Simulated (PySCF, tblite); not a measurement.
**C7H12B radical: geometry, infrared bands and EPR parameters**

Aim: predict the infrared bands and EPR parameters of C7H12B radical (`BC#C[C@H](C)[C](C)C`).

The runs use tblite 0.8.0 and PySCF 2.14.0, with density-fitted response routines of our own; the level of theory stands in each step. All values are computed, except where a source is named. Atoms are numbered from 0 throughout.

### Step 1. The starting structure

20 atoms, charge 0, multiplicity 2; geometry from: force field or distance geometry start.

Bonds of the start (Å): B0–C1 1.55, C1–C2 1.19, C2–C3 1.49, C3–C4 1.52, C3–C5 1.56, C5–C6 1.53, C5–C7 1.54, B0–H8 1.18, B0–H9 1.17, C3–H10 1.11, C4–H11 1.11, C4–H12 1.11, C4–H13 1.11, C6–H14 1.11, C6–H15 1.12, C6–H16 1.10, C7–H17 1.12, C7–H18 1.11, C7–H19 1.11.

### Step 2. Optimising the geometry with GFN2-xTB

What the job is given:

```
{"job": {"kind": "relax", "xc": "GFN2-xTB", "basis": "xTB"}, "charge": 0, "multiplicity": 2}
B      3.387100    -1.177700     0.732100
C      2.107700    -0.547200     0.124500
C      1.124900    -0.066000    -0.331200
C     -0.105600     0.540800    -0.914200
C     -0.015500     2.059300    -0.862100
C     -1.390000     0.017500    -0.204800
C     -1.680400    -1.445000    -0.540400
C     -1.416900     0.267500     1.318400
H      3.293600    -1.981200     1.595300
H      4.437700    -0.782800     0.406400
H     -0.156600     0.236100    -1.978000
H      0.809500     2.403100    -1.524400
H      0.177300     2.432500     0.169000
H     -0.956600     2.507900    -1.243900
H     -0.896700    -2.102900    -0.118300
H     -2.666200    -1.741900    -0.099300
H     -1.728100    -1.583200    -1.633900
H     -2.394300    -0.091600     1.727000
H     -1.338500     1.348200     1.543700
H     -0.597600    -0.282800     1.831000
```

On the command line:

```console
> OMP_NUM_THREADS=1 python probes_run.py task.json out
```

One launch serves the whole session: the jobs run in the order shown.

**Question.** This job is followed by: GFN2-xTB harmonic vibrations, gas phase; UKS B3LYP, pcH-1 on B C H, non-relativistic, mean-field spin-orbit, GIAO. Predict these results of the whole session: strongest single infrared mode (GFN2-xTB); zero-point energy (GFN2-xTB); g(iso) (B3LYP); ⟨S²⟩; largest a(iso); potential on the surface of density 0.002 e/bohr³, 1st and 99th percentile.

**Answer**, as computed:

```
                                                                  quantity                  value
                                 strongest single infrared mode (GFN2-xTB)  2588 cm⁻¹, 258 km/mol
                                              zero-point energy (GFN2-xTB)         103.4 kcal/mol
                                                            g(iso) (B3LYP)                2.00246
                                                                      ⟨S²⟩     0.754 (exact 0.75)
                                                            largest a(iso)   13C on C2, -46.0 MHz
potential on the surface of density 0.002 e/bohr³, 1st and 99th percentile     -0.72 V and 0.91 V
```

**Reading.** Over 226 steps the energy fell by 1.108 eV; of the close pairs, C2–C5 changed most, 2.519 to 1.517 Å. The frame itself reshapes: C2···C5 goes from 2.52 to 1.52 Å. All 54 modes are real, so the xTB geometry is a minimum. The strongest single mode, at 2588 cm⁻¹, moves mainly H9 and H8. GFN2-xTB is a fitted tight-binding method: band positions and strengths are rough. Its intensities can rank the bands wrongly. The structure rearranged or came apart on optimisation; the results belong to the end geometry, not to the formula as drawn. C1 carries the largest spin population, 0.58 e. The isotropic g lies 0.1 ppt above the free-electron value. The conformer search found further structures of the same energy, which may be mirror or relabelled copies of this one.
